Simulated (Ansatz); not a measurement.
# C₃H₈OSi: one species, many methods

One table from this session's results is given with a row withheld; the runs are named, their logs left out.

The runs use Ansatz 0.2.0, Gaussian basis; functionals in def2-TZVPP, the program's frozen cores in correlated methods.

Plan: LDA (SPW92), PBE-D4, revPBE-D4, BLYP-D4, r2SCAN-D4, B97M-V, PBE0-D4, B3LYP-D4, r2SCANh-D4, r2SCAN0-D4, HSE06-D4, BHLYP-D4, CAM-B3LYP-D4, LC-ωPBE, ωB97X-V, ωB97M-V, B2PLYP, PBE-QIDH; CCSD(T)/def2-SVP; CCSD(T)/def2-TZVPP; MP2/def2-QZVPP; extrapolation to the limit; RPA on PBE.

### Structure used throughout

An earlier PBE0-D4 in a triple-zeta def2 set relaxation fixed the geometry.

SMILES `CC1(O)C[SiH2]1`, 13 atoms, charge 0, spin multiplicity 1.

Atoms are counted from 1 here; the program's logs count them from 0.

Bond lengths: C1–C2 1.504 Å, C1–H6 1.093 Å, C1–H7 1.096 Å, C1–H8 1.093 Å, C2–O3 1.407 Å, C2–C4 1.526 Å, C2–Si5 1.882 Å, O3–H9 0.961 Å, C4–Si5 1.857 Å, C4–H10 1.086 Å, C4–H11 1.086 Å, Si5–H12 1.478 Å, Si5–H13 1.480 Å. Angles: C2–C1–H6 111.2°, C2–C1–H7 110.0°, C2–C1–H8 111.3°, H6–C1–H7 108.4°, H6–C1–H8 107.5°, H7–C1–H8 108.4°, C1–C2–O3 114.0°, C1–C2–C4 116.7°, C1–C2–Si5 121.8°, O3–C2–C4 110.9°, O3–C2–Si5 118.4°, C4–C2–Si5 65.0°, C2–O3–H9 108.1°, C2–C4–Si5 66.8°, C2–C4–H10 116.5°, C2–C4–H11 113.9°, Si5–C4–H10 120.7°, Si5–C4–H11 117.1° and more.

Set-up of the first run:

File in.yaml:

```yaml
crystal:
  periodic: [false, false, false]
  atoms:
    - {symbol: C, position_ang: [-1.482594, 0.347744, 0.084534]}
    - {symbol: C, position_ang: [-0.127465, -0.288329, 0.228926]}
    - {symbol: O, position_ang: [-0.124413, -1.454047, 1.016556]}
    - {symbol: C, position_ang: [0.673616, -0.496444, -1.053199]}
    - {symbol: Si, position_ang: [1.458561, 0.717824, 0.111389]}
    - {symbol: H, position_ang: [-1.879996, 0.656366, 1.055341]}
    - {symbol: H, position_ang: [-2.183810, -0.363880, -0.365739]}
    - {symbol: H, position_ang: [-1.438161, 1.236059, -0.550162]}
    - {symbol: H, position_ang: [-0.274602, -1.197790, 1.930511]}
    - {symbol: H, position_ang: [0.209406, -0.160105, -1.975171]}
    - {symbol: H, position_ang: [1.134167, -1.476628, -1.130755]}
    - {symbol: H, position_ang: [2.645961, 0.283318, 0.876518]}
    - {symbol: H, position_ang: [1.409934, 2.161215, -0.213949]}
basis:
  gaussian: {orbitals: def2-TZVPP}
hamiltonian: {xc: lda}
output: {orbitals: {seedname: orbitals}}
```

Among the steps run: LDA; PBE-D4 (GGA); revPBE-D4 (GGA); BLYP-D4 (GGA); r2SCAN-D4 (meta-GGA); B97M-V (meta-GGA); PBE0-D4 (hybrid); B3LYP-D4 (hybrid); r2SCANh-D4 (hybrid); r2SCAN0-D4 (hybrid); HSE06-D4 (hybrid); BHLYP-D4 (hybrid); CAM-B3LYP-D4 (range-separated); LC-ωPBE (range-separated); ωB97X-V (range-separated); ωB97M-V (range-separated); B2PLYP (double hybrid); PBE-QIDH (double hybrid).

One of the session's tables, all rows but one given; the rest of the session is left out.

It belongs to the step «Orbital energies across the functionals». 

| functional | HOMO (eV) | gap (eV) |
| --- | --- | --- |
| LDA (SPW92) | -5.34 | 4.49 |
| PBE-D4 | -5.20 | 4.53 |
| revPBE-D4 | -5.14 | 4.55 |
| BLYP-D4 | -5.08 | 4.49 |
| r2SCAN-D4 | -5.39 | 5.02 |
| B97M-V | -5.49 | 4.95 |
| PBE0-D4 | -6.35 | 6.48 |
| B3LYP-D4 | -6.17 | 6.05 |
| r2SCANh-D4 | -5.83 | 5.73 |
| r2SCAN0-D4 | -6.48 | 6.79 |
| HSE06-D4 | -5.95 | 5.71 |
| BHLYP-D4 | ? | ? |
| CAM-B3LYP-D4 | -7.67 | 8.71 |
| LC-ωPBE | -8.94 | 11.10 |
| ωB97X-V | -8.62 | 10.66 |
| ωB97M-V | -8.51 | 10.26 |

Estimate the missing values for BHLYP-D4.

Worked estimate for «HOMO (eV)». Against the share of exact exchange, BLYP-D4 (0, -5.08), B3LYP-D4 (0.2, -6.17) give a slope of -5.45 per unit share; at 0.5 the line stands at -7.80.

As computed: HOMO (eV): -7.41; gap (eV): 8.31. In «HOMO (eV)» the line misses by -0.39.
